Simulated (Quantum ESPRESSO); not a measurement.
Crystal: BiS.

```xyz
2
Lattice="4.0029 0.0000 0.0000 0.0000 4.0029 0.0000 0.0000 0.0000 4.0029" Properties=species:S:1:pos:R:3 pbc="T T T"
Bi    2.0015    2.0015    2.0015
S     0.0000    0.0000    0.0000
```

The cell was built by a generator and needn't be a form met in nature.

Base run:

```yaml
Program: Quantum ESPRESSO 7.5
Functional: PBE
Potentials_or_basis: PseudoDojo 0.4 FR PBE standard
Cutoff: 898 eV
Density_cutoff: 3592 eV
k_mesh: 7 × 7 × 7
Occupations: fermi-dirac, width 0.05 eV
Spin: spin-orbit coupling, no magnetisation
```

Its results: band gap on the k mesh none (metal or under the smearing width); pressure -8.8 GPa.

Question: The run is repeated on the same cell with these changes: potentials or basis from PseudoDojo 0.4 FR PBE standard to PseudoDojo 0.4.1 SR PBE standard; spin from spin-orbit coupling, no magnetisation to no spin polarisation. What comes out?

Answer: Band gap on the k mesh none (metal or under the smearing width); pressure -10.9 GPa.

Caveats: some levels on the path didn't converge (some runs); spin-orbit coupling is left out, which moves the levels of the heavy elements (some runs).
